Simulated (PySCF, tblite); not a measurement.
# C5H13PSi2: geometry, infrared bands, NMR shifts and electronic excitations

Wanted: the infrared bands, NMR shifts and electronic excitations of C5H13PSi2 (`C=C(C)[Si@@H]1CC[SiH2]P1`), by calculation.

The runs use tblite 0.8.0 and PySCF 2.14.0, with density-fitted response routines of our own; the level of theory stands in each step. All values are computed, except where a source is named. Atoms count from 0, in the outputs and in this text.

### 1 The starting structure

21 atoms, charge 0, multiplicity 1; geometry from: GFN2-xTB.

Bonds of the start (Å): C0–C1 1.32, C1–C2 1.50, C1–Si3 1.89, Si3–C4 1.92, C4–C5 1.53, C5–Si6 1.91, Si6–P7 2.24, P7–Si3 2.25, C0–H8 1.08, C0–H9 1.08, C2–H10 1.09, C2–H11 1.09, C2–H12 1.09, Si3–H13 1.48, C4–H14 1.09, C4–H15 1.09, C5–H16 1.09, C5–H17 1.09, Si6–H18 1.46, Si6–H19 1.47, P7–H20 1.38.

### 2 Infrared spectrum with GFN2-xTB

What the job is given:

```
{"job": {"kind": "ir", "xc": "GFN2-xTB", "basis": "xTB"}, "charge": 0, "multiplicity": 1}
C     -2.124314     1.630721     0.922014
C     -1.877254     0.497320     0.281963
C     -2.868351    -0.623359     0.234546
Si    -0.243421     0.199439    -0.617038
C      0.693209    -1.288029     0.158791
C      2.197190    -1.163758    -0.069873
Si     2.800333     0.602067     0.360294
P      1.152032     1.944834    -0.342737
H     -1.399679     2.429628     0.944099
H     -3.051461     1.811459     1.446063
H     -2.441620    -1.519256     0.682812
H     -3.112326    -0.860507    -0.799526
H     -3.784176    -0.367538     0.763428
H     -0.489764    -0.073286    -2.046891
H      0.325667    -2.233809    -0.242416
H      0.496134    -1.304737     1.233498
H      2.732792    -1.915410     0.511571
H      2.416623    -1.366839    -1.120542
H      4.074578     0.895664    -0.298211
H      2.928769     0.767271     1.811736
H      1.566117     1.955068    -1.659349
```

Log:

```text
mode    cm-1     km/mol
  1      27.6      0.83
  2      35.2      0.15
  3      99.5      0.09
  4     126.6      3.53
  5     146.3      0.26
  6     184.8      1.56
  7     208.9      0.26
  8     270.4      1.10
  9     336.3      6.91
 10     375.9      7.12
 11     398.1      5.10
 12     439.4     46.08
 13     469.4     11.99
 14     474.8     63.94
 15     532.5     15.03
 16     577.6     44.36
 17     609.7     54.18
 18     621.0    140.32
 19     652.8     44.38
 20     675.8     96.11
 21     678.6     83.25
 22     688.4     47.33
 23     713.1    196.08
 24     731.6    133.79
 25     762.6     24.80
 26     771.0    236.23
 27     835.0     62.31
 28     913.3     24.14
 29     963.1      7.29
 30    1012.2     18.85
 31    1039.6      0.02
 32    1056.8      4.93
 33    1063.1     21.54
 34    1126.0      1.70
 35    1217.4      3.24
 36    1274.1      6.74
 37    1275.2      1.70
 38    1396.8      3.19
 39    1415.7      1.98
 40    1474.2      2.03
 41    1481.0      6.52
 42    1486.7      0.58
 43    1490.1      2.76
 44    1686.4      4.48
 45    2137.3    265.43
 46    2223.8    180.48
 47    2238.6    289.18
 48    2330.0    191.64
 49    2952.2     17.14
 50    2962.8     66.29
 51    2970.9     28.54
 52    2981.3     27.24
 53    3006.4     28.96
 54    3020.6     26.34
 55    3025.0     33.83
 56    3063.6     38.43
 57    3092.0     60.68
```

Which atoms move in the most intense modes:

| cm⁻¹ | km/mol | atoms |
| --- | --- | --- |
| 621 | 140.3 | H13 49 % |
| 713 | 196.1 | Si3 23 %, H20 19 % |
| 732 | 133.8 | H20 58 %, H19 10 % |
| 771 | 236.2 | H19 30 %, H18 28 % |
| 2137 | 265.4 | H13 97 % |
| 2224 | 180.5 | H19 95 % |
| 2239 | 289.2 | H18 96 % |
| 2330 | 191.6 | H20 96 % |

### 3 Optimising the geometry at PBE0-D3(BJ)/def2-SVP

The job, as its differences from that of step 2:

```diff
@@ -1,2 +1,2 @@
-{"job": {"kind": "ir", "xc": "GFN2-xTB", "basis": "xTB"}, "charge": 0, "multiplicity": 1}
+{"job": {"xc": "PBE0", "basis": "def2-SVP", "d3": "d3bj", "grid": 1, "kind": "geom"}, "charge": 0, "multiplicity": 1}
 C     -2.124314     1.630721     0.922014
```

Log:

```text
step   0  E = -1117.68258786  max force = 0.020707
step   1  E = -1117.68733934  max force = 0.004198
step   2  E = -1117.68751793  max force = 0.000922
step   3  E = -1117.68754993  max force = 0.000592
step   4  E = -1117.68756790  max force = 0.000671
step   5  E = -1117.68759124  max force = 0.000760
step   6  E = -1117.68761767  max force = 0.000550
step   7  E = -1117.68762617  max force = 0.000395
optimisation converged
```

Run time: 4.5 min. Hardware: 1 thread, shared host.

Step by step:

| step | energy from step 0 (eV) | largest force component (eV/Å) |
| --- | --- | --- |
| 0 | 0.0000 | 1.0648 |
| 1 | -0.1293 | 0.2159 |
| 2 | -0.1342 | 0.0474 |
| 3 | -0.1350 | 0.0304 |
| 4 | -0.1355 | 0.0345 |
| 5 | -0.1361 | 0.0391 |
| 6 | -0.1369 | 0.0283 |
| 7 | -0.1371 | 0.0203 |

Close pairs (by a distance rule), those that changed most:

| bond | before (Å) | after (Å) | change (Å) |
| --- | --- | --- | --- |
| P7–H20 | 1.380 | 1.431 | +0.050 |
| Si6–P7 | 2.239 | 2.273 | +0.034 |
| Si3–P7 | 2.251 | 2.283 | +0.032 |
| Si6–H18 | 1.464 | 1.495 | +0.031 |
| Si6–H19 | 1.466 | 1.497 | +0.030 |
| Si3–H13 | 1.476 | 1.500 | +0.024 |
| C5–Si6 | 1.915 | 1.896 | -0.019 |
| C0–H9 | 1.080 | 1.098 | +0.017 |

The final coordinates are the input of the step that follows.

| at the end point | value |
| --- | --- |
| point group (found at 0.08 Å tolerance) | C1 |
| rotational constants (GHz, main isotopes) | 1.979, 0.803, 0.640 |
| dipole moment (D) | 2.03 |

### 4 Nuclear shieldings: PBE0/pcSseg-1

What the job is given:

```
{"job": {"kind": "nmr", "xc": "PBE0", "basis": "pcSseg-1"}, "charge": 0, "multiplicity": 1}
C     -2.191181     1.689518     0.766695
C     -1.915816     0.536657     0.141284
C     -2.887497    -0.610332     0.113477
Si    -0.263210     0.282815    -0.718932
C      0.676314    -1.191394     0.036144
C      2.182135    -1.066521    -0.224487
Si     2.736064     0.670336     0.296365
P      1.120277     2.080346    -0.456747
H     -1.481710     2.523426     0.781299
H     -3.144624     1.843221     1.288396
H     -2.456317    -1.512480     0.580115
H     -3.144795    -0.888739    -0.922590
H     -3.821896    -0.368187     0.643662
H     -0.483519     0.039933    -2.182593
H      0.267735    -2.144805    -0.340547
H      0.473495    -1.174517     1.122572
H      2.762308    -1.843424     0.302644
H      2.403026    -1.182564    -1.300272
H      4.077516     1.056873    -0.238538
H      2.766711     0.763591     1.789708
H      1.586192     2.019864    -1.807911
```

Level: GIAO PBE0/pcSseg-1 NMR shielding, non-relativistic, gas phase.

Log:

```text
coarse grid: 18368 points
cycle   1  E = -1117.9286131082  dE =  5.159e-01  |g| = 4.492e-01  |ddm| = 4.111e+00
cycle   2  E = -1117.9146748615  dE =  1.394e-02  |g| = 5.067e-01  |ddm| = 9.015e-01
cycle   3  E = -1117.9828972008  dE = -6.822e-02  |g| = 4.875e-02  |ddm| = 5.238e-01
cycle   4  E = -1117.9833310635  dE = -4.339e-04  |g| = 3.042e-02  |ddm| = 1.006e-01
cycle   5  E = -1117.9835868420  dE = -2.558e-04  |g| = 7.532e-03  |ddm| = 4.183e-02
cycle   6  E = -1117.9835987601  dE = -1.192e-05  |g| = 3.723e-03  |ddm| = 1.010e-02
cycle   7  E = -1117.9836023178  dE = -3.558e-06  |g| = 4.965e-04  |ddm| = 3.738e-03
final grid: 161656 points
cycle   8  E = -1118.0307082333  dE = -2.934e-05  |g| = 7.870e-03  |ddm| = 2.854e-02
cycle   9  E = -1118.0306979667  dE =  1.027e-05  |g| = 9.893e-03  |ddm| = 1.768e-02
cycle  10  E = -1118.0307246628  dE = -2.670e-05  |g| = 1.194e-03  |ddm| = 1.075e-02
cycle  11  E = -1118.0307250230  dE = -3.602e-07  |g| = 3.179e-04  |ddm| = 1.367e-03
cycle  12  E = -1118.0307250468  dE = -2.377e-08  |g| = 9.123e-05  |ddm| = 3.310e-04
cycle  13  E = -1118.0307250489  dE = -2.130e-09  |g| = 2.750e-05  |ddm| = 1.215e-04
cycle  14  E = -1118.0307250491  dE = -1.942e-10  |g| = 4.112e-06  |ddm| = 3.202e-05
converged SCF energy = -1118.0307250491

GIAO shielding tensors (ppm)
atom      isotropic    diamagn.    paramagn.     s11        s22        s33       span
  0 C       45.204     252.546    -207.342    -67.762     61.019    142.354    210.116
  1 C       33.888     264.933    -231.045    -82.381      8.554    175.490    257.871
  2 C      158.266     245.858     -87.591    144.689    145.371    184.739     40.050
  3 Si     342.338     883.799    -541.461    240.352    388.641    398.022    157.670
  4 C      172.050     257.158     -85.109    161.928    170.078    184.143     22.215
  5 C      171.160     251.347     -80.187    156.325    171.259    185.894     29.568
  6 Si     373.497     879.822    -506.325    289.685    392.090    438.716    149.030
  7 P      651.770     969.672    -317.902    588.979    649.067    717.264    128.286
  8 H       24.898      31.879      -6.981     21.493     22.962     30.238      8.744
  9 H       25.208      29.629      -4.422     22.434     24.297     28.891      6.456
 10 H       29.359      30.314      -0.956     24.412     29.959     33.704      9.291
 11 H       29.255      28.360       0.895     25.177     27.952     34.636      9.458
 12 H       29.268      28.386       0.882     25.238     27.495     35.070      9.833
 13 H       26.429      31.395      -4.966     22.997     24.705     31.585      8.589
 14 H       29.742      32.891      -3.149     23.533     28.555     37.138     13.605
 15 H       30.991      34.574      -3.584     26.182     29.640     37.150     10.968
 16 H       29.843      28.796       1.046     23.899     27.218     38.411     14.511
 17 H       30.789      30.556       0.233     26.394     27.997     37.977     11.583
 18 H       26.550      28.140      -1.590     22.440     24.212     32.997     10.557
 19 H       27.179      29.042      -1.863     23.085     24.893     33.560     10.475
 20 H       30.679      30.641       0.038     25.197     26.135     40.706     15.510
```

Run time: 76 s. Hardware: 1 thread, shared host.

The references, computed at this level on geometries of the same kind, shield at (ppm): 1H TMS 31.27, 13C TMS 184.4, 29Si TMS 352.0, 31P H3PO4 310.1. Their shielding less the atom's gives the shift. The references are single molecules in the gas phase, so shifts against H2O, NH3, PH3, H3PO4 or CFCl3 are not on the usual liquid scales and can be off by tens of ppm. Atoms listed in one row are averaged.

| atoms | environment | σ (ppm) | δ (ppm) | δ scaled to CDCl3 |
| --- | --- | --- | --- | --- |
| C1 | fully substituted alkene carbon | 33.9 | 150.5 | 145.7 |
| C0 | terminal =CH2 carbon | 45.2 | 139.2 | 134.7 |
| C2 | allylic methyl carbon | 158.3 | 26.1 | 24.9 |
| C5 | sp3 CH2 bonded to Si | 171.2 | 13.2 | 12.4 |
| C4 | sp3 CH2 bonded to Si | 172.0 | 12.4 | 11.5 |
| H8 | hydrogen on a terminal =CH2 carbon | 24.90 | 6.37 | 6.25 |
| H9 | hydrogen on a terminal =CH2 carbon | 25.21 | 6.06 | 5.96 |
| H13 | hydrogen on a silicon bonded to 2 C, P, in a 5-membered ring | 26.43 | 4.84 | – |
| H18 | hydrogen on a silicon bonded to C, P, in a 5-membered ring | 26.55 | 4.72 | – |
| H19 | hydrogen on a silicon bonded to C, P, in a 5-membered ring | 27.18 | 4.09 | – |
| H10, H11, H12 | hydrogen on an allylic methyl carbon | 29.29 | 1.97 | 2.09 |
| H14 | hydrogen on an sp3 CH2 bonded to Si | 29.74 | 1.53 | 1.66 |
| H16 | hydrogen on an sp3 CH2 bonded to Si | 29.84 | 1.42 | 1.57 |
| H20 | hydrogen on a phosphorus bonded to 2 Si, in a 5-membered ring | 30.68 | 0.59 | – |
| H17 | hydrogen on an sp3 CH2 bonded to Si | 30.79 | 0.48 | 0.67 |
| H15 | hydrogen on an sp3 CH2 bonded to Si | 30.99 | 0.28 | 0.48 |
| Si3 | silicon bonded to 2 C, P, H, in a 5-membered ring | 342.3 | 9.7 | – |
| Si6 | silicon bonded to C, P, 2 H, in a 5-membered ring | 373.5 | -21.5 | – |
| P7 | phosphorus bonded to 2 Si, H, in a 5-membered ring | 651.8 | -341.6 | – |

The scaled column applies a straight-line fit of computed shieldings to shifts measured in CDCl3 (root-mean-square error 0.21 ppm for H, 2.0 ppm for C).

The run also stored atomic charges by several schemes (e):

| atoms | Mulliken | IAO | Hirshfeld | ESP fit |
| --- | --- | --- | --- | --- |
| C0 | -0.10 | -0.29 | -0.10 | -0.39 |
| C1 | -0.58 | -0.25 | -0.09 | 0.02 |
| C2 | -0.21 | -0.41 | -0.11 | -0.45 |
| Si3 | 0.68 | 0.71 | 0.30 | 0.49 |
| C4 | -0.54 | -0.53 | -0.16 | -0.10 |
| C5 | -0.51 | -0.53 | -0.16 | -0.40 |
| Si6 | 0.45 | 0.57 | 0.28 | 0.45 |
| P7 | -0.40 | -0.25 | -0.08 | -0.44 |

Mayer bond orders: C0–C1 1.97, C1–C2 1.05, C1–Si3 0.85, Si3–C4 0.90, C4–C5 1.03, C5–Si6 0.90, Si6–P7 0.94, P7–Si3 0.96.

Ring of atoms Si3, C4, C5, Si6, P7: NICS(0) -5.1, NICS(1) -4.2, NICS(1)zz -1.2 ppm (means of both faces).

### 5 TDDFT and polarisability: CAM-B3LYP/def2-SVPD

The job, as its differences from that of step 4:

```diff
@@ -1,2 +1,2 @@
-{"job": {"kind": "nmr", "xc": "PBE0", "basis": "pcSseg-1"}, "charge": 0, "multiplicity": 1}
+{"job": {"kind": "uv", "xc": "CAM-B3LYP", "basis": "def2-SVPD", "ip": true}, "charge": 0, "multiplicity": 1}
 C     -2.191181     1.689518     0.766695
```

With the program's defaults for keys left out, this is: TDDFT CAM-B3LYP/def2-SVPD, vertical, gas phase, core orbitals frozen in the response.

Log:

```text
coarse grid: 18368 points
cycle   1  E = -1117.9820454077  dE =  6.260e-01  |g| = 3.614e-01  |ddm| = 6.397e+00
cycle   2  E = -1118.0026081503  dE = -2.056e-02  |g| = 2.761e-01  |ddm| = 1.154e+00
cycle   3  E = -1118.0232712700  dE = -2.066e-02  |g| = 4.037e-02  |ddm| = 4.955e-01
cycle   4  E = -1118.0237247058  dE = -4.534e-04  |g| = 1.776e-02  |ddm| = 1.174e-01
cycle   5  E = -1118.0238268508  dE = -1.021e-04  |g| = 3.616e-03  |ddm| = 4.481e-02
cycle   6  E = -1118.0238310334  dE = -4.183e-06  |g| = 1.115e-03  |ddm| = 8.851e-03
final grid: 161656 points
cycle   7  E = -1118.1772869121  dE = -3.059e-05  |g| = 3.051e-03  |ddm| = 8.774e-02
cycle   8  E = -1118.1772874838  dE = -5.717e-07  |g| = 2.779e-03  |ddm| = 1.214e-02
cycle   9  E = -1118.1772895025  dE = -2.019e-06  |g| = 2.521e-04  |ddm| = 4.157e-03
cycle  10  E = -1118.1772895129  dE = -1.032e-08  |g| = 1.929e-04  |ddm| = 7.957e-04
cycle  11  E = -1118.1772895228  dE = -9.924e-09  |g| = 2.558e-05  |ddm| = 3.484e-04
cycle  12  E = -1118.1772895230  dE = -1.978e-10  |g| = 1.080e-05  |ddm| = 7.168e-05
converged SCF energy = -1118.1772895230

Static polarisability (au): isotropic 138.079, principal 113.466 141.256 159.517

Singlet excitations
state   eV       nm        f      main configurations
  1   5.8287    212.7   0.00409   H->L 0.75, H->L+4 0.11
  2   6.5197    190.2   0.00450   H->L+2 0.53, H-2->L 0.17
  3   6.6521    186.4   0.00873   H->L+3 0.45, H-2->L 0.21
  4   6.7213    184.5   0.01882   H->L+3 0.23, H-3->L+1 0.14, H->L+1 0.12
  5   6.8169    181.9   0.01982   H->L+1 0.54, H->L+2 0.11, H->L 0.11
  6   6.8312    181.5   0.16445   H-1->L 0.68, H-1->L+1 0.10
  7   6.9786    177.7   0.05250   H-2->L 0.20, H-1->L+1 0.17, H->L+2 0.10
  8   7.0889    174.9   0.16848   H-1->L+1 0.42, H-1->L+2 0.12, H-2->L 0.10
  9   7.2411    171.2   0.05834   H->L+5 0.34, H-2->L+2 0.18, H->L+4 0.12
 10   7.3174    169.4   0.00712   H-1->L+2 0.50, H-3->L 0.11, H-1->L+4 0.09

Triplet excitations (Tamm-Dancoff, eV): 4.1837 5.3253 5.7826 6.1827
Vertical ionisation energy (delta-SCF) = 8.9863 eV
```

Wall time 17 min (1 thread, shared host).

The orbitals next to the gap, with their largest atomic shares:

| orbital | eV | atoms |
| --- | --- | --- |
| HOMO−3 | -9.66 | C4 16 %, C1 15 %, Si3 15 % |
| HOMO−2 | -9.30 | P7 40 %, Si6 18 %, Si3 16 % |
| HOMO−1 | -8.78 | C0 33 %, C1 31 %, C2 7 % |
| HOMO | -8.39 | P7 61 %, Si3 9 %, Si6 8 % |
| LUMO | 0.69 | Si3 16 %, P7 12 %, Si6 12 % |
| LUMO+1 | 1.01 | C1 24 %, C0 22 %, Si6 11 % |
| LUMO+2 | 1.20 | Si6 15 %, P7 14 %, Si3 14 % |

With each of the 10 states as a Gaussian band of 0.4 eV half-width at 1/e, the curve within the window shown has maxima at 178 nm (ε 17,000) L/(mol cm). Beyond the last state computed it falls off for lack of states. The curve at chosen wavelengths:

```csv
nm,ε (L/mol/cm)
163,2656
166,5531
169,9398
172,13377
175,16313
178,17353
181,16327
184,13729
187,10403
190,7157
193,4508
196,2630
199,1449
201,961
204,534
207,331
210,242
213,200
216,172
219,146
222,118
225,91
228,66
231,45
234,30
237,19
```

Further results of this job:

| property | computed |
| --- | --- |
| dipole moment (D) | 1.84 |
| polarisability (Å³) | 20.46 |
| HOMO–LUMO gap (eV) | 9.08 |
| −ε(HOMO) (eV) | 8.39 |

### 6 NMR shieldings: CAM-B3LYP/pcSseg-1

The job, as its differences from that of step 5:

```diff
@@ -1,2 +1,2 @@
-{"job": {"kind": "uv", "xc": "CAM-B3LYP", "basis": "def2-SVPD", "ip": true}, "charge": 0, "multiplicity": 1}
+{"job": {"kind": "nmr", "xc": "CAM-B3LYP", "basis": "pcSseg-1", "pop": false}, "charge": 0, "multiplicity": 1}
 C     -2.191181     1.689518     0.766695
```

With the program's defaults for keys left out, this is: GIAO CAM-B3LYP/pcSseg-1 NMR shielding, non-relativistic, gas phase.

Log:

```text
coarse grid: 18368 points
cycle   1  E = -1118.4419078391  dE =  6.745e-01  |g| = 3.826e-01  |ddm| = 4.064e+00
cycle   2  E = -1118.4630253211  dE = -2.112e-02  |g| = 3.007e-01  |ddm| = 6.473e-01
cycle   3  E = -1118.4856371716  dE = -2.261e-02  |g| = 3.861e-02  |ddm| = 3.000e-01
cycle   4  E = -1118.4860234772  dE = -3.863e-04  |g| = 1.796e-02  |ddm| = 6.882e-02
cycle   5  E = -1118.4861186259  dE = -9.515e-05  |g| = 4.193e-03  |ddm| = 2.709e-02
cycle   6  E = -1118.4861231539  dE = -4.528e-06  |g| = 9.373e-04  |ddm| = 5.784e-03
final grid: 161656 points
cycle   7  E = -1118.5424364923  dE = -2.360e-05  |g| = 3.627e-03  |ddm| = 1.475e-02
cycle   8  E = -1118.5424372612  dE = -7.689e-07  |g| = 3.174e-03  |ddm| = 5.782e-03
cycle   9  E = -1118.5424397892  dE = -2.528e-06  |g| = 2.683e-04  |ddm| = 2.690e-03
cycle  10  E = -1118.5424398029  dE = -1.369e-08  |g| = 1.364e-04  |ddm| = 3.984e-04
cycle  11  E = -1118.5424398075  dE = -4.574e-09  |g| = 3.857e-05  |ddm| = 1.628e-04
cycle  12  E = -1118.5424398078  dE = -3.588e-10  |g| = 1.009e-05  |ddm| = 4.422e-05
converged SCF energy = -1118.5424398078

GIAO shielding tensors (ppm)
atom      isotropic    diamagn.    paramagn.     s11        s22        s33       span
  0 C       41.661     252.181    -210.520    -76.615     60.513    141.085    217.700
  1 C       27.848     264.832    -236.985    -95.078      3.304    175.317    270.396
  2 C      157.221     244.745     -87.524    142.941    144.946    183.775     40.834
  3 Si     333.195     883.953    -550.759    232.598    379.236    387.750    155.152
  4 C      170.870     256.808     -85.938    161.992    168.563    182.054     20.062
  5 C      170.360     250.823     -80.462    156.948    170.193    183.940     26.992
  6 Si     365.672     879.671    -513.999    283.266    382.948    430.803    147.536
  7 P      636.793     970.046    -333.253    573.094    631.706    705.579    132.486
  8 H       25.066      32.214      -7.149     21.698     23.167     30.332      8.633
  9 H       25.360      29.550      -4.190     22.597     24.398     29.083      6.485
 10 H       29.462      30.536      -1.073     24.575     30.090     33.722      9.148
 11 H       29.356      28.386       0.970     25.326     28.098     34.643      9.317
 12 H       29.372      28.190       1.182     25.305     27.740     35.070      9.766
 13 H       26.680      31.775      -5.095     23.264     24.999     31.777      8.513
 14 H       29.896      33.082      -3.185     23.815     28.783     37.091     13.276
 15 H       31.145      35.024      -3.879     26.419     29.826     37.190     10.772
 16 H       30.022      28.824       1.198     24.231     27.451     38.382     14.150
 17 H       30.932      30.753       0.179     26.620     28.183     37.992     11.372
 18 H       26.771      28.120      -1.349     22.751     24.442     33.119     10.367
 19 H       27.362      29.371      -2.009     23.356     25.088     33.641     10.285
 20 H       30.909      31.003      -0.094     25.576     26.509     40.643     15.067
```

It took 100 s on 1 thread, shared host.

In short: δ C1 154.6, C0 140.8, C2 25.2, C5 12.1, H8 6.26, H9 5.97 ppm.

### 7 Run by run: NMR shifts

Shifts (ppm) of some atoms, chosen among heavy atoms and hydrogens apart, with basis size and wall time:

| run | C1 | C0 | C2 | C5 | H13 | H20 | P7 | functions | time |
| --- | --- | --- | --- | --- | --- | --- | --- | --- | --- |
| PBE0/pcSseg-1 | 150.5 | 139.2 | 26.1 | 13.2 | 4.84 | 0.59 | -341.6 | 222 | 76 s |
| CAM-B3LYP/pcSseg-1 | 154.6 | 140.8 | 25.2 | 12.1 | 4.65 | 0.42 | -337.6 | 222 | 100 s |

### 8 Results

| quantity | value |
| --- | --- |
| strongest single infrared mode (GFN2-xTB) | 2239 cm⁻¹, 289 km/mol |
| zero-point energy (GFN2-xTB) | 99.8 kcal/mol |
| point group | C1 |
| rotational constants (main isotopes) | 1.98, 0.80, 0.64 GHz |
| 13C shifts against TMS (PBE0/pcSseg-1) | 150.5, 139.2, 26.1, 13.2, 12.4 ppm |
| 1H shifts against TMS (PBE0/pcSseg-1, means over atoms taken as alike) | 6.37, 6.06, 4.84, 4.72, 4.09, 1.97, 1.53, 1.42, 0.59, 0.48, 0.28 ppm |
| 29Si shifts against TMS (PBE0/pcSseg-1) | 9.7, -21.5 ppm |
| 31P shifts against H3PO4 (PBE0/pcSseg-1) | -341.6 ppm |
| lowest singlet (CAM-B3LYP/def2-SVPD) | 5.83 eV (213 nm), f = 0.004 |
| brightest single state of those computed | state 8, 7.09 eV, f = 0.168 |
| lowest triplet | 4.18 eV |
| vertical ionisation energy (ΔSCF) | 8.99 eV |
| range of the shift of C1 | 150.5 to 154.6 ppm |

What this shows: No mode is imaginary among the 57: a minimum at this level. The strongest single mode, at 2239 cm⁻¹, moves mainly H18. Unscaled tight-binding wavenumbers are off by several per cent, some by more. Its intensities can rank the bands wrongly. The optimisation took 7 steps and gained 0.137 eV; among the close pairs (by a distance rule), P7–H20 changed most, from 1.380 to 1.431 Å. C1 (fully substituted alkene carbon) lies farthest downfield among carbon, at 150.5 ppm; the olefinic region. At PBE0/pcSseg-1: The largest span, 258 ppm, is at C1, where the paramagnetic term is -231 ppm. The lowest singlet, at 5.83 eV, is HOMO→LUMO 0.75, HOMO→LUMO+4 0.11 and is weak; of the 10 states computed, the strongest absorption comes from states 5 to 6 together at 6.83 eV. The lowest triplet lies 1.65 eV below the lowest singlet (triplets in Tamm-Dancoff, singlets in full TDDFT). ΔSCF puts the ionisation energy at 8.99 eV, 0.59 eV above −ε(HOMO). Across the 2 runs the shift of C1 moves most, between 150.5 (PBE0/pcSseg-1) and 154.6 ppm (CAM-B3LYP/pcSseg-1).
